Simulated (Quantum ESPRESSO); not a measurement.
Al5WO4:

```
Al W O
1.0
    -3.08215    3.08215    4.12686
     3.08215   -3.08215    4.12686
     3.08215    3.08215   -4.12686
Al W O
5 1 4
Direct
  0.06740 0.76469 0.69729
  0.06740 0.37011 0.30271
  0.76469 0.06740 0.69729
  0.37011 0.06740 0.30271
  0.72829 0.72829 0.00000
  0.34377 0.34377 0.00000
  0.92048 0.42048 0.50000
  0.42048 0.92048 0.50000
  0.31303 0.81303 0.50000
  0.81303 0.31303 0.50000
```

The cell was built by a generator and needn't be a form met in nature.

Base run:

```yaml
Program: Quantum ESPRESSO 7.5
Functional: PBE
Potentials_or_basis: SSSP 1.3 efficiency PBE
Cutoff: 748 eV
Density_cutoff: 5987 eV
k_mesh: 6 × 6 × 6
Occupations: fermi-dirac, width 0.05 eV
Spin: no spin polarisation
```

Its results: band gap on the k mesh none (metal or under the smearing width); pressure 68.7 GPa; largest force 96.730 eV/Å.

The run is repeated on the same cell with these changes: other keys from none to mixing_mode = local-TF; dispersion from none to D3(BJ). What comes out?

Band gap on the k mesh none (metal or under the smearing width); pressure 66.9 GPa; largest force 96.730 eV/Å.

Caveats: a pressure of tens of GPa on the cell as given is suspect, and the run, the potentials or the cell itself is likely at fault; an odd number of electrons without spin polarisation forces a metal; a magnetic or distorted state may lie lower; pairwise dispersion overbinds metals, which lowers pressure and volume (some runs).
